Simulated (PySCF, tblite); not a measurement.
# C₅H₈O₃S− (doublet): geometry, infrared bands and EPR parameters

Wanted: the infrared bands and EPR parameters of C₅H₈O₃S− (doublet) (`C[C@H]1C[CH-][C]1S(=O)(=O)O`), by calculation.

The runs use tblite 0.8.0 and PySCF 2.14.0, with density-fitted response routines of our own; the level of theory stands in each step. All values are computed, except where a source is named. Atoms count from 0, in the outputs and in this text.

## (1) Starting geometry

17 atoms, charge -1, multiplicity 2; geometry from: force field or distance geometry start.

Bonds of the start (Å): C0–C1 1.47, C1–C2 1.54, C2–C3 1.52, C3–C4 1.50, C4–S5 1.74, S5–O6 1.51, S5–O7 1.52, S5–O8 1.68, C4–C1 1.52, C0–H9 1.13, C0–H10 1.09, C0–H11 1.13, C1–H12 1.11, C2–H13 1.08, C2–H14 1.12, C3–H15 1.10, O8–H16 1.01.

## (2) Optimising the geometry with GFN2-xTB

Job settings and geometry (Å):

```
{"job": {"kind": "relax", "xc": "GFN2-xTB", "basis": "xTB"}, "charge": -1, "multiplicity": 2}
C     -1.661300     1.148800    -0.415300
C     -0.817300     0.205500     0.339400
C     -1.327200    -1.244600     0.399200
C      0.147400    -1.618400     0.444000
C      0.346000    -0.408300    -0.418200
S      1.878100     0.413100    -0.352600
O      1.669300     1.905500    -0.336700
O      2.635500     0.078400    -1.624900
O      2.895300    -0.078000     0.897100
H     -2.690800     0.737400    -0.638600
H     -1.130900     1.479000    -1.314000
H     -1.873600     2.032800     0.257600
H     -0.522200     0.484300     1.372900
H     -1.929700    -1.499300     1.263200
H     -1.771200    -1.446800    -0.609400
H      0.387900    -2.593100    -0.009500
H      3.757800     0.415900     0.736000
```

Command:

```sh
> OMP_NUM_THREADS=1 python probes_run.py task.json out
```

The driver reads the jobs from task.json and runs them one after another.

**Question.** This job is followed by: GFN2-xTB harmonic vibrations, gas phase; UKS B3LYP, pcH-1 on C H O S, non-relativistic, mean-field spin-orbit, GIAO. Predict these results of the whole session: strongest single infrared mode (GFN2-xTB); zero-point energy (GFN2-xTB); g(iso) (B3LYP); ⟨S²⟩; largest a(iso) (averaged by class).

The runs gave:

| quantity | value |
| --- | --- |
| strongest single infrared mode (GFN2-xTB) | 592 cm⁻¹, 569 km/mol |
| zero-point energy (GFN2-xTB) | 76.2 kcal/mol |
| g(iso) (B3LYP) | 2.00294 |
| ⟨S²⟩ | 0.760 (exact 0.75) |
| largest a(iso) (averaged by class) | 33S on S5, 256.2 MHz |

Over 130 steps the energy fell by 1.409 eV; of the close pairs, S5–O8 changed most, 1.685 to 1.817 Å. No mode is imaginary among the 45: a minimum at this level. The strongest single mode, at 592 cm⁻¹, moves mainly S5. Unscaled tight-binding wavenumbers are off by several per cent, some by more. Its intensities can rank the bands wrongly. The largest share of the spin, 0.52 e, sits on C3. The isotropic g lies 0.6 ppt above the free-electron value.
